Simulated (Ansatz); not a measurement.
Geometry optimisation, DFT PBE, scalar-relativistic, plane waves, PAW (Ansatz 0.2.0).

The input (input.yaml):

```yaml
accuracy: low
crystal:
  lattice:
    - [5.32, 0.0, 0.0]
    - [-3.99, 6.910883, 0.0]
    - [0.0, 0.0, 4.93696]
  atoms:
    - { symbol: Zn, position: [0.0, 0.0, 0.0] }
    - { symbol: Zn, position: [0.1666667, 0.2222222, 0.5] }
    - { symbol: Zn, position: [0.0, 0.3333333, 0.0] }
    - { symbol: Zn, position: [0.1666667, 0.5555556, 0.5] }
    - { symbol: Zn, position: [0.0, 0.6666667, 0.0] }
    - { symbol: Zn, position: [0.1666667, 0.8888889, 0.5] }
    - { symbol: Zn, position: [0.5, 0.0, 0.0] }
    - { symbol: Zn, position: [0.6666667, 0.2222222, 0.5] }
    - { symbol: Zn, position: [0.5, 0.3333333, 0.0] }
    - { symbol: Zn, position: [0.6666667, 0.5555556, 0.5] }
    - { symbol: Zn, position: [0.5, 0.6666667, 0.0] }
    - { symbol: Zn, position: [0.6666667, 0.8888889, 0.5] }
    - { symbol: H, position: [0.3157151, 0.1015265, 0.2663532] }
basis:
  ecutwfc: 420.0
kpoints:
  mp_grid: { grid: [2, 2, 2] }
hamiltonian:
  xc: pbe
scf:
  occupations: { method: fermi_dirac, width: 0.15 }
  lower_state_search: "off"
relax:
  f_tol: 0.08
  max_steps: 25
  adjacent_minimum: "off"
output:
  write_density: true
  write_potential: true
  elf: true
  volumetric_format: npy
```

Run as:

```bash
$ ansatz run input.yaml --threads 1 --pin off --max-ram 3072MiB --backend cpu --events-out ev --progress --plain --runs-dir out
```

Task: Where does it end, and by what steps?

Result: The forces met the threshold. The threshold is loose, so the end isn't yet a minimum. Limits of this set-up: coarse k mesh, odd electron count without spin, low accuracy level. After 3 steps the energy has fallen by 0.210 eV; Zn9 moved furthest, 0.24 Å.

| step | energy less start (eV) | largest force component (eV/Å) | accepted |
| --- | --- | --- | --- |
| 0 | 0.0000 | 0.566 | yes |
| 1 | -0.1506 | 0.207 | yes |
| 2 | -0.1920 | 0.087 | yes |
| 3 | -0.2101 | 0.055 | yes |

```xyz
13
Lattice="5.3200 0.0000 0.0000 -3.9900 6.9109 0.0000 0.0000 0.0000 4.9370" Properties=species:S:1:pos:R:3
Zn -0.025 0.021 -0.122
Zn -0.025 1.528 2.586
Zn -1.312 2.358 0.123
Zn -1.326 3.827 2.575
Zn -2.636 4.633 0.100
Zn -2.682 6.047 2.597
Zn 2.669 0.046 -0.112
Zn 2.704 1.542 2.494
Zn 1.360 2.407 -0.210
Zn 1.298 3.814 2.307
Zn -0.004 4.629 -0.036
Zn -0.017 6.097 2.424
H 1.271 0.612 1.399
```

Whether the end is a true minimum wasn't checked by a vibrational analysis.

The run took 35 s on 1 thread of Arm Neoverse V2, with other jobs on the host, peak memory 0.47 GiB.
